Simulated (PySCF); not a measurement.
# C₆H₁₂Ge: magnetic properties

Programs: PySCF 2.14.0, with routines of our own; each step states its level. All values are computed. Atoms count from 0.

## 1. The system as given

19 atoms, charge 0, multiplicity 1; geometry from: GFN2-xTB.

## 2. Magnetic properties: GIAO PBE/def2-SVP

Job settings and geometry (Å):

```
{"job": {"kind": "mag", "xc": "PBE", "basis": "def2-SVP"}, "charge": 0, "multiplicity": 1}
Ge    -0.390390    -0.021640    -0.265440
C     -0.405880    -0.075090     1.704500
C      0.563470    -0.577290     2.449850
H     -1.288080     0.323060     2.190850
H      1.457970    -0.984710     2.005460
H      0.515270    -0.607000     3.529050
C      1.459330    -0.006100    -0.946100
C      2.457350     0.646080    -0.375130
H      1.649440    -0.560190    -1.857250
H      2.311080     1.212360     0.531650
H      3.459850     0.650340    -0.778900
C     -1.354580     1.614940    -0.855730
H     -1.440910     1.638940    -1.938740
H     -0.825370     2.508790    -0.537900
H     -2.355770     1.641590    -0.433870
C     -1.318550    -1.620290    -0.998940
H     -2.361690    -1.631910    -0.695590
H     -0.851660    -2.533930    -0.642570
H     -1.280850    -1.617960    -2.085210
```

With the program's defaults for keys left out, this is: GIAO PBE/def2-SVP magnetisability, rotational g tensor and spin-rotation constants, non-relativistic, gas phase.

Started as:

```sh
OMP_NUM_THREADS=1 python excited_run.py task.json out
```

The driver reads the jobs from task.json and runs them one after another.

**Question.** How long does this first job take on 1 thread of Arm Neoverse V2, shared host, and how much memory does it need?

About 39 s, with a peak of 0.69 GiB.
